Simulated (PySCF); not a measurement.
# [OsO3(H2O)2]2+: other functionals and bases at one geometry

Aim: see how levels, charges and forces of [OsO3(H2O)2]2+ depend on the level of theory. It is a constructed species; whether it can be made isn't addressed.

Computed with PySCF 2.14.0. Level: several levels, as the steps say, no spin–orbit coupling.

3 further runs of the same task are left out: 2 for a known fault of the program, 1 that didn't finish.

## 1. Starting geometry

10 atoms, charge 2, spin multiplicity 1.

Bond lengths: Os1–O2 1.708 Å, Os1–O3 1.716 Å, Os1–O4 1.718 Å, Os1–O5 2.069 Å, Os1–O8 2.069 Å, O5–H6 0.997 Å, O5–H7 0.997 Å, O8–H9 0.997 Å, O8–H10 0.997 Å. Angles: O2–Os1–O3 117.3°, O2–Os1–O4 118.3°, O2–Os1–O5 93.7°, O2–Os1–O8 93.7°, O3–Os1–O4 124.4°, O3–Os1–O5 88.6°, O3–Os1–O8 88.6°, O4–Os1–O5 87.9°, O4–Os1–O8 87.9°, O5–Os1–O8 172.5°, Os1–O5–H6 123.7°, Os1–O5–H7 124.0°, H6–O5–H7 110.9°, Os1–O8–H9 124.0°, Os1–O8–H10 123.7°, H9–O8–H10 110.9°.

Coordinates:

```
Os    0.0284    0.0000    0.0334
O    -0.7723    0.0000    1.5426
O    -0.9502    0.0000   -1.3767
O     1.7460    0.0000    0.0241
O     0.1031    2.0649   -0.0793
H     0.8375    2.6136    0.3119
H    -0.6728    2.6381   -0.3309
O     0.1031   -2.0649   -0.0793
H    -0.6728   -2.6381   -0.3309
H     0.8375   -2.6136    0.3119
```

Formal oxidation states: Os +8. An earlier session relaxed this geometry at BP86, Os def2-SVP with ECP60, O def2-SVP, H def2-SVP (singlet, point group Cs).

At BP86 on the finer grid: E = -468.302512 Eh, HOMO -19.95 eV, LUMO -17.37 eV, Mulliken charge on Os1 +1.28 e, largest force component 0.032 eV/Å. 

Levels to run: M06-L; BLYP; TPSS; CAM-B3LYP; BP86, TZVP; BP86, x2c-SVP. Hardware: 2 threads of Arm Neoverse V1, shared host.

## 2. M06-L

Input file run.py (the lines that set the calculation):

```python
mol = gto.M(atom='''
Os     0.02835     0.00000     0.03343
O     -0.77232     0.00000     1.54262
O     -0.95016     0.00000    -1.37669
O      1.74604     0.00000     0.02406
O      0.10310     2.06492    -0.07928
H      0.83753     2.61364     0.31193
H     -0.67281     2.63807    -0.33092
O      0.10310    -2.06492    -0.07928
H     -0.67281    -2.63807    -0.33092
H      0.83753    -2.61364     0.31193''',
    basis={'Os': 'def2-SVP', 'O': 'def2-SVP', 'H': 'def2-SVP'},
    ecp={'Os': 'def2-SVP'},
    charge=2, spin=0)
mf = dft.RKS(mol, xc='M06L')
mf.grids.atom_grid = (75, 302)
mf = mf.density_fit()  # fitting sets: Os def2-universal-JKFIT, O def2-universal-JKFIT, H def2-universal-JKFIT
mf.conv_tol = 1e-08; mf.max_cycle = 55
mf.kernel(dm0)  # dm0: the density of the relaxed state
```

Started as:

```
OMP_NUM_THREADS=2 python run.py
```

## 3. BLYP

run.py (the lines that set the calculation): that of step 2 with these lines changed.

```diff
@@ -14,3 +14,3 @@
     charge=2, spin=0)
-mf = dft.RKS(mol, xc='M06L')
+mf = dft.RKS(mol, xc='BLYP')
 mf.grids.atom_grid = (75, 302)
```

## 4. TPSS

run.py (the lines that set the calculation): that of step 3 with these lines changed.

```diff
@@ -14,3 +14,3 @@
     charge=2, spin=0)
-mf = dft.RKS(mol, xc='BLYP')
+mf = dft.RKS(mol, xc='TPSS')
 mf.grids.atom_grid = (75, 302)
```

## 5. CAM-B3LYP

run.py (the lines that set the calculation): that of step 4 with these lines changed.

```diff
@@ -14,3 +14,3 @@
     charge=2, spin=0)
-mf = dft.RKS(mol, xc='TPSS')
+mf = dft.RKS(mol, xc='CAMB3LYP')
 mf.grids.atom_grid = (75, 302)
```

## 6. BP86, TZVP

Basis: Os def2-TZVP with ECP60, O def2-TZVP, H def2-TZVP. 

run.py (the lines that set the calculation): that of step 5 with these lines changed.

```diff
@@ -11,6 +11,6 @@
 H      0.83753    -2.61364     0.31193''',
-    basis={'Os': 'def2-SVP', 'O': 'def2-SVP', 'H': 'def2-SVP'},
-    ecp={'Os': 'def2-SVP'},
+    basis={'Os': 'def2-TZVP', 'O': 'def2-TZVP', 'H': 'def2-TZVP'},
+    ecp={'Os': 'def2-TZVP'},
     charge=2, spin=0)
-mf = dft.RKS(mol, xc='CAMB3LYP')
+mf = dft.RKS(mol, xc='B88,P86')
 mf.grids.atom_grid = (75, 302)
@@ -18,2 +18,2 @@
 mf.conv_tol = 1e-08; mf.max_cycle = 55
-mf.kernel(dm0)  # dm0: the density of the relaxed state
+mf.kernel(dm0)  # dm0: free metal ions and neutral atoms
```

## 7. BP86, x2c-SVP

Basis: Os x2c-SVPall, O x2c-SVPall, H x2c-SVPall. All electrons are treated, with the spin-free X2C Hamiltonian.

run.py (the lines that set the calculation): that of step 6 with these lines changed.

```diff
@@ -11,8 +11,9 @@
 H      0.83753    -2.61364     0.31193''',
-    basis={'Os': 'def2-TZVP', 'O': 'def2-TZVP', 'H': 'def2-TZVP'},
-    ecp={'Os': 'def2-TZVP'},
+    basis={'Os': 'x2c-SVPall', 'O': 'x2c-SVPall', 'H': 'x2c-SVPall'},
+    nucmod='G',
     charge=2, spin=0)
 mf = dft.RKS(mol, xc='B88,P86')
-mf.grids.atom_grid = (75, 302)
-mf = mf.density_fit()  # fitting sets: Os def2-universal-JKFIT, O def2-universal-JKFIT, H def2-universal-JKFIT
+mf.grids.atom_grid = (99, 590)
+mf = mf.density_fit()  # fitting sets: Os AutoAux, O AutoAux, H AutoAux
+mf = mf.sfx2c1e()
 mf.conv_tol = 1e-08; mf.max_cycle = 55
```

What does the calculation give? Wanted: for each run, HOMO; gap; charge on Os1; dipole; largest force.

As calculated:

| level | state | HOMO (eV) | gap (eV) | charge on Os1 (e) | dipole (D) | largest force (eV/Å) | basis functions | time |
| --- | --- | --- | --- | --- | --- | --- | --- | --- |
| BP86 (relaxed here) | singlet | -19.95 | 2.58 | 1.28 | 0.23 | 0.03 | 122 | 21 s |
| M06-L | singlet | -20.43 | 2.96 | 1.64 | 0.27 | 0.84 | 122 | 14 s |
| BLYP | singlet | -19.68 | 2.56 | 1.28 | 0.23 | 0.50 | 122 | 8.7 s |
| TPSS | singlet | -20.00 | 2.74 | 1.38 | 0.23 | 0.15 | 122 | 14 s |
| CAM-B3LYP | singlet | -22.81 | 7.21 | 1.41 | 0.29 | 2.17 | 122 | 11 s |
| BP86, TZVP | singlet | -19.77 | 2.60 | 1.48 | 0.22 | 0.32 | 219 | 27 s |
| BP86, x2c-SVP | singlet | -20.07 | 2.49 | 1.03 | 0.23 | 0.71 | 156 | 61 s |

Times are on 2 threads of Arm Neoverse V1, shared host; the first row also made further properties. The dipole of a charged species depends on the origin, so these sizes hold for this origin alone.

In one basis the HOMO–LUMO gap runs from 2.56 eV (BLYP) to 7.21 eV (CAM-B3LYP). The largest leftover force, 2.17 eV/Å with CAM-B3LYP, stands at a geometry relaxed at another level. The Mulliken charge on Os spans +1.03 to +1.64 e over the levels. Total energies of different levels can't be compared. Spin–orbit coupling is left out throughout.
